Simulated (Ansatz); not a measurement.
# C₂H₉BSSi: how energies converge with the basis set

Aim: see how fast density functionals converge with the basis set for C₂H₉BSSi.

Method: one geometry, several basis sets; program: Ansatz 0.2.0, Gaussian basis.

Levels to be run: PBE0-D4/def2-SVP; ωB97M-V/def2-SVP; PBE0-D4/def2-QZVPP; ωB97M-V/def2-QZVPP; the functionals' def2-TZVPP values are taken from earlier runs.

## Step 1: Structure used throughout

The geometry comes from an earlier relaxation with PBE0-D4 in a triple-zeta def2 set; it is a stationary point, not always the lowest conformer.

14 atoms, charge 0, spin multiplicity 1.

Atoms are counted from 1 here; the program's logs count them from 0.

Bond lengths: C1–C2 1.529 Å, C1–H6 1.092 Å, C1–H7 1.093 Å, C1–H8 1.093 Å, C2–B3 1.560 Å, C2–H9 1.094 Å, C2–H10 1.102 Å, B3–S4 1.792 Å, B3–H11 1.201 Å, S4–Si5 2.148 Å, Si5–H12 1.483 Å, Si5–H13 1.484 Å, Si5–H14 1.483 Å. Angles: C2–C1–H6 111.5°, C2–C1–H7 111.2°, C2–C1–H8 111.2°, H6–C1–H7 107.9°, H6–C1–H8 107.5°, H7–C1–H8 107.4°, C1–C2–B3 114.1°, C1–C2–H9 110.9°, C1–C2–H10 108.7°, B3–C2–H9 112.2°, B3–C2–H10 104.8°, H9–C2–H10 105.5°, C2–B3–S4 120.7°, C2–B3–H11 120.5°, S4–B3–H11 118.8°, B3–S4–Si5 99.2°, S4–Si5–H12 110.4°, S4–Si5–H13 107.1° and more.

## Step 2: PBE0-D4 in def2-SVP

The input, in.yaml:

```yaml
crystal:
  periodic: [false, false, false]
  atoms:
    - {symbol: C, position_ang: [-1.000203, 1.200098, 1.933484]}
    - {symbol: C, position_ang: [0.323634, 0.957232, 1.208940]}
    - {symbol: B, position_ang: [0.226074, -0.060136, 0.030121]}
    - {symbol: S, position_ang: [1.097610, 0.235748, -1.507684]}
    - {symbol: Si, position_ang: [0.576207, -1.568807, -2.550353]}
    - {symbol: H, position_ang: [-0.868364, 1.848721, 2.802551]}
    - {symbol: H, position_ang: [-1.439335, 0.261236, 2.279249]}
    - {symbol: H, position_ang: [-1.729654, 1.678318, 1.275202]}
    - {symbol: H, position_ang: [0.780044, 1.903488, 0.902538]}
    - {symbol: H, position_ang: [1.035877, 0.502348, 1.916253]}
    - {symbol: H, position_ang: [-0.417260, -1.067312, 0.145289]}
    - {symbol: H, position_ang: [1.090588, -2.753437, -1.820958]}
    - {symbol: H, position_ang: [1.207909, -1.495093, -3.891225]}
    - {symbol: H, position_ang: [-0.896227, -1.671704, -2.694608]}
basis:
  gaussian: {orbitals: def2-SVP}
hamiltonian: {xc: pbe0, dispersion: d4}
output: {orbitals: {seedname: orbitals}}
```

The runs that follow: ωB97M-V in def2-SVP; PBE0-D4 in def2-QZVPP; ωB97M-V in def2-QZVPP.

**Question.** What will the summary of the whole plan be? Wanted: PBE0-D4: double and triple zeta above quadruple; ωB97M-V: double and triple zeta above quadruple.

The runs gave:

| quantity | value |
| --- | --- |
| PBE0-D4: double and triple zeta above quadruple | 10.35, 0.76 eV |
| ωB97M-V: double and triple zeta above quadruple | 10.54, 0.72 eV |

What this shows: For PBE0-D4 the step from double to triple zeta gains 9.59 eV and the next only 0.76 eV. Total energies overstate the basis error of differences, where much of it tends to cancel.
